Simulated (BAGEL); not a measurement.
**SiH4S3 (SMILES S[SiH](S)S) at HF/3-21G (density fitting with qzvpp-jkfit)**

Aim: the energy change on altering one bond length of SiH4S3 at HF/3-21G (density fitting with qzvpp-jkfit), from 2 runs. 

The results are computed with BAGEL 1.2.2.

2 further runs of the same task are left out: 2 that didn't finish. Runs told in other sessions of the task aren't counted.

## Step 1: The structure to begin with

The species is SiH4S3 (8 atoms), meant as a singlet with charge 0. As SMILES, `S[SiH](S)S`. The coordinates come from a PBE0-D4/def2-TZVP relaxation. This is one conformer, not always the lowest.

Bond lengths: S1–Si2 2.123 Å, Si2–S3 2.132 Å, Si2–S4 2.134 Å, S1–H5 1.344 Å, Si2–H6 1.483 Å, S3–H7 1.344 Å, S4–H8 1.345 Å. Angles: S1–Si2–S3 103.1°, S1–Si2–S4 106.5°, S3–Si2–S4 117.1°, S1–Si2–H6 115.2°, S3–Si2–H6 107.6°, S4–Si2–H6 107.7°, Si2–S1–H5 94.0°, Si2–S3–H7 93.2°, Si2–S4–H8 93.7°.

## Step 2: The energy at HF/3-21G (density fitting with qzvpp-jkfit)

File hf.json:

```json
{ "bagel": [

{
  "title": "molecule",
  "basis": "3-21g",
  "df_basis": "qzvpp-jkfit",
  "angstrom": true,
  "geometry": [
    { "atom": "S", "xyz": [   -0.544300,    1.776500,   -1.229100 ] },
    { "atom": "Si", "xyz": [    0.100100,    0.183500,    0.018000 ] },
    { "atom": "S", "xyz": [    2.044800,   -0.262400,   -0.732700 ] },
    { "atom": "S", "xyz": [   -1.377800,   -1.347700,   -0.143500 ] },
    { "atom": "H", "xyz": [   -1.843300,    1.616800,   -0.921300 ] },
    { "atom": "H", "xyz": [    0.241700,    0.523900,    1.454100 ] },
    { "atom": "H", "xyz": [    2.509800,   -0.628200,    0.473600 ] },
    { "atom": "H", "xyz": [   -1.038900,   -1.919600,    1.025200 ] }
  ]
},
{ "title": "hf", "charge": 0 },
{ "title": "print", "file": "orbitals.molden", "orbitals": true }

]}
```

On the command line:

```sh
$ BAGEL_NUM_THREADS=1 BAGEL hf.json > hf.out
```

The log of the run:

```text
* using 1 threads per process

  ===============================================================
  ===============================================================

  *** Geometry ***

  { "atom" : "S", "xyz" : [     -1.028578,      3.357098,     -2.322662 ] },
  { "atom" : "Si", "xyz" : [      0.189162,      0.346765,      0.034015 ] },
  { "atom" : "S", "xyz" : [      3.864112,     -0.495864,     -1.384602 ] },
  { "atom" : "S", "xyz" : [     -2.603665,     -2.546784,     -0.271176 ] },
  { "atom" : "H", "xyz" : [     -3.483332,      3.055309,     -1.741005 ] },
  { "atom" : "H", "xyz" : [      0.456747,      0.990028,      2.747851 ] },
  { "atom" : "H", "xyz" : [      4.742835,     -1.187126,      0.894974 ] },
  { "atom" : "H", "xyz" : [     -1.963236,     -3.627518,      1.937347 ] },

  Number of auxiliary basis functions:      584

  Since a DF basis is specified, we compute 2- and 3-index integrals:
    o Being stored without compression. Storage requirement is 0.017 GB

  Number of basis functions:       60
  Number of electrons      :       66

    * METHOD: MOLECULE                             0.23

  *** RHF ***

  === Nuclear Repulsion ===
   339.3810208706

      * DIIS with orbital gradients will be used.

  === RHF iteration (3-21g) ===
      0      -1476.35221831          0.01090813           0.08
      1      -1476.42961170          0.00348035           0.06
      2      -1476.43823150          0.00072942           0.07
      3      -1476.43876927          0.00012812           0.07
      4      -1476.43879811          0.00003058           0.06
      5      -1476.43879959          0.00000916           0.07
      6      -1476.43879969          0.00000176           0.06
      7      -1476.43879970          0.00000036           0.07
      8      -1476.43879970          0.00000011           0.06
      9      -1476.43879970          0.00000004           0.07
     10      -1476.43879970          0.00000001           0.07
    * SCF iteration converged.

    * Permanent dipole moment:
           (    0.153421,     0.282236,    -1.543765) a.u.

    * METHOD: HF                                   0.87

    * METHOD: PRINT                                0.01

  ===============================================================
```

Wall time 1.3 s (1 thread of AMD EPYC 9B14 (Zen 4), shared host).

## Step 3: The distorted shape, same level

File input.json:

```json
{ "bagel": [

{
  "title": "molecule",
  "basis": "3-21g",
  "df_basis": "qzvpp-jkfit",
  "angstrom": true,
  "geometry": [
    { "atom": "S", "xyz": [   -0.615100,    1.606301,   -1.947147 ] },
    { "atom": "Si", "xyz": [    0.029300,    0.013301,   -0.700047 ] },
    { "atom": "S", "xyz": [    1.974000,   -0.432599,   -1.450747 ] },
    { "atom": "S", "xyz": [   -1.448600,   -1.517899,   -0.861547 ] },
    { "atom": "H", "xyz": [   -1.914100,    1.446601,   -1.639347 ] },
    { "atom": "H", "xyz": [    0.241700,    0.523900,    1.454100 ] },
    { "atom": "H", "xyz": [    2.439000,   -0.798399,   -0.244447 ] },
    { "atom": "H", "xyz": [   -1.109700,   -2.089799,    0.307153 ] }
  ]
},
{ "title": "hf" },
{ "title": "print", "file": "orbitals.molden", "orbitals": true }

]}
```

On the command line:

```sh
$ BAGEL_NUM_THREADS=1 BAGEL input.json > input.out
```

The log of the run:

```text
* using 1 threads per process

  ===============================================================
  ===============================================================

  *** Geometry ***

  { "atom" : "S", "xyz" : [     -1.162371,      3.035469,     -3.679575 ] },
  { "atom" : "Si", "xyz" : [      0.055369,      0.025135,     -1.322897 ] },
  { "atom" : "S", "xyz" : [      3.730319,     -0.817494,     -2.741515 ] },
  { "atom" : "S", "xyz" : [     -2.737457,     -2.868413,     -1.628088 ] },
  { "atom" : "H", "xyz" : [     -3.617125,      2.733680,     -3.097917 ] },
  { "atom" : "H", "xyz" : [      0.456747,      0.990028,      2.747851 ] },
  { "atom" : "H", "xyz" : [      4.609042,     -1.508755,     -0.461938 ] },
  { "atom" : "H", "xyz" : [     -2.097029,     -3.949148,      0.580435 ] },

  Number of auxiliary basis functions:      584

  Since a DF basis is specified, we compute 2- and 3-index integrals:
    o Being stored without compression. Storage requirement is 0.017 GB

  Number of basis functions:       60
  Number of electrons      :       66

    * METHOD: MOLECULE                             0.22

  *** RHF ***

  === Nuclear Repulsion ===
   336.2542487591

      * DIIS with orbital gradients will be used.

  === RHF iteration (3-21g) ===
      0      -1476.27285248          0.01099076           0.08
      1      -1476.35068737          0.00390384           0.06
      2      -1476.36055124          0.00075421           0.06
      3      -1476.36118285          0.00016364           0.06
      4      -1476.36122650          0.00003560           0.06
      5      -1476.36122824          0.00001054           0.06
      6      -1476.36122837          0.00000223           0.06
      7      -1476.36122838          0.00000053           0.06
      8      -1476.36122838          0.00000017           0.06
      9      -1476.36122838          0.00000005           0.06
     10      -1476.36122838          0.00000002           0.06
     11      -1476.36122838          0.00000001           0.06
    * SCF iteration converged.

    * Permanent dipole moment:
           (    0.180524,     0.433990,    -1.130733) a.u.

    * METHOD: HF                                   0.92

    * METHOD: PRINT                                0.01

  ===============================================================
```

It took 1.4 s on 1 thread of AMD EPYC 9B14 (Zen 4), shared host.

## Step 4: What came out

Level: HF/3-21G (density fitting with qzvpp-jkfit).

| quantity | value |
| --- | --- |
| first shape: total energy | -1476.43880 Eh |
| first shape: dipole moment | 4.01 D |
| first shape: HOMO energy | -10.77 eV |
| first shape: LUMO energy | 2.96 eV |
| first shape: HOMO–LUMO gap | 13.73 eV |
| distorted shape: total energy | -1476.36123 Eh |
| distorted shape: dipole moment | 3.11 D |
| distorted shape: HOMO energy | -10.20 eV |
| distorted shape: LUMO energy | 1.02 eV |
| distorted shape: HOMO–LUMO gap | 11.22 eV |
| energy change with the Si2–H6 bond stretched from 1.483 to 2.224 Å | 2.111 eV |

In words: With the Si2–H6 bond stretched from 1.483 to 2.224 Å the energy rises by 2.11 eV (49 kcal/mol). The first shape isn't relaxed at this level, so the change isn't measured from a minimum.
